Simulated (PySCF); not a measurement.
# A diatomic session: SiAs+

One table from this session's results is given with a row withheld; the runs are named, their logs left out.

Method: Si cc-pV(D+d)Z, As cc-pVDZ-PP with ECP10, scalar-relativistic core potentials; program: PySCF 2.14.0.

The first run:

A driver script around PySCF takes these settings:

- atoms: Si, As
- charge: 1
- basis: Si cc-pV(D+d)Z, As cc-pVDZ-PP with ECP10
- Hamiltonian: scalar-relativistic core potentials
- basis functions: 46
- electrons treated: 36
- masses in u: 27.9769, 74.9216
- levels: PBE0, PBE, r²SCAN, BLYP, PW91, B3LYP, HF, MP2, SCS-MP2, CCSD, CCSD(T)
- grid: 80 radial by 434 angular points
- occupations: held fixed by the projection of orbital angular momentum
- dissociation limit: Si+ + As, each in its ground configuration
- starting distance in angstrom: 2.390
- values of 2S to try: 0, 2, 4

Launch:

```
> OMP_NUM_THREADS=1 python dia.py task.json out
```

Steps of the session up to this table: Set-up; The PBE0 curve of the state that the search chose; Excited determinants; PBE (GGA); r²SCAN (meta-GGA); BLYP (GGA); PW91 (GGA); B3LYP (global hybrid GGA); UHF; Correlated methods on the Hartree–Fock reference.

One of the session's tables, all rows but one given; the rest of the session is left out.

| level | Re (Å) | ωe (cm⁻¹) | De (eV) |
| --- | --- | --- | --- |
| UHF | 2.315 | 407 | 1.30 |
| UHF-MP2 | 2.324 | 421 | 2.19 |
| UHF-SCS-MP2 | 2.331 | 407 | 2.11 |
| UHF-CCSD | 2.344 | 393 | 2.18 |
| UHF-CCSD(T) | 2.352 | 388 | 2.31 |
| PBE | 2.366 | 380 | 3.27 |
| PW91 | 2.365 | 379 | 3.29 |
| BLYP | 2.391 | 361 | 3.19 |
| r²SCAN | 2.337 | 396 | 3.03 |
| B3LYP | 2.353 | 387 | 2.99 |
| PBE0 | ? | ? | ? |

Estimate the missing values for PBE0.

The run gave: Re (Å): 2.329; ωe (cm⁻¹): 406; De (eV): 2.96. In the column «Re (Å)» it lies between UHF-MP2 (2.324) and UHF-SCS-MP2 (2.331).
